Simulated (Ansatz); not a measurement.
# Y3Sc2S5: the cost of one run

Method: DFT PBE, scalar-relativistic, plane waves, PAW, in Ansatz 0.2.0.

1 further run of the same task is left out (it didn't finish).

### Step 1. Starting point

The structure is tetragonal, space group P-4m2 (No. 115). The conventional cell has a = 4.472 Å, b = 4.472 Å, c = 10.759 Å, α = 90.00°, β = 90.00°, γ = 90.00°. Y (site symmetry 2mm) is surrounded by 5 S at 2.54 to 2.63 Å. Y (site symmetry -4m2) is surrounded by 4 S at 2.67 Å. Around Sc (site symmetry 2mm) lie 10 S at 3.39 to 3.51 Å and 6 Y at 3.43 to 3.49 Å. S (site symmetry -4m2) has 4 Y at 2.63 Å and 4 Sc at 3.51 Å in its first shell of neighbours. S (site symmetry 2mm) has 3 Y at 2.54 to 2.67 Å and 4 Sc at 3.39 Å in its first shell of neighbours. S (site symmetry -4m2) has 4 S at 2.67 Å and 4 Y at 3.16 Å and 4 Sc at 3.49 Å in its first shell of neighbours.

Structure file:

```cif
data_structure
_symmetry_space_group_name_H-M 'P 1'
_symmetry_Int_Tables_number 1
_cell_length_a 4.4716
_cell_length_b 4.4716
_cell_length_c 10.7595
_cell_angle_alpha 90.000
_cell_angle_beta 90.000
_cell_angle_gamma 90.000
_cell_volume 215.14
loop_
_atom_site_label
_atom_site_type_symbol
_atom_site_fract_x
_atom_site_fract_y
_atom_site_fract_z
_atom_site_occupancy
Y1 Y 0.00000 0.50000 0.37130 1
Y2 Y 0.50000 0.00000 0.62870 1
Y3 Y 0.50000 0.50000 0.00000 1
Sc1 Sc 0.00000 0.50000 0.75132 1
Sc2 Sc 0.50000 0.00000 0.24868 1
S1 S 0.50000 0.50000 0.50000 1
S2 S 0.00000 0.00000 0.50000 1
S3 S 0.00000 0.50000 0.13496 1
S4 S 0.50000 0.00000 0.86504 1
S5 S 0.00000 0.00000 0.00000 1
```

A structure generator made this guess: species swapped into a database cell of Pr2Ga5Au3 (P-4m2, No. 115), with Sc on the Pr sites, S on the Ga sites and Y on the Au sites. The dimensions are guesses.

### Step 2. Probe: one point on a coarse mesh

Input file input.yaml:

```yaml
crystal:
  lattice:
    - [4.47158975, 0.0, 0.0]
    - [0.0, 4.47158975, 0.0]
    - [0.0, 0.0, 10.75946916]
  atoms:
    - { symbol: "Y", position: [0.0, 0.5, 0.37130411] }
    - { symbol: "Y", position: [0.5, 0.0, 0.62869589] }
    - { symbol: "Y", position: [0.5, 0.5, 0.0] }
    - { symbol: Sc, position: [0.0, 0.5, 0.75132392] }
    - { symbol: Sc, position: [0.5, 0.0, 0.24867608] }
    - { symbol: S, position: [0.5, 0.5, 0.5] }
    - { symbol: S, position: [0.0, 0.0, 0.5] }
    - { symbol: S, position: [0.0, 0.5, 0.13495691] }
    - { symbol: S, position: [0.5, 0.0, 0.86504309] }
    - { symbol: S, position: [0.0, 0.0, 0.0] }
basis:
  ecutwfc: 420
kpoints:
  mp_grid: { grid: [4, 4, 2] }
hamiltonian:
  xc: pbe
scf:
  occupations: { method: gaussian, width: 0.1 }
  lower_state_search: "off"
output:
  forces: true
  stress: true
  eigenvalues: true
```

On the command line:

```bash
> ansatz run input.yaml --threads 1 --pin off --max-ram 2560MiB --backend cpu --events-out ev --progress --plain --runs-dir out
```

**Question.** How long does this run take on 1 thread of Arm Neoverse N1, shared host, and how much memory does it need?

About 20 s, with a peak of 0.42 GiB.
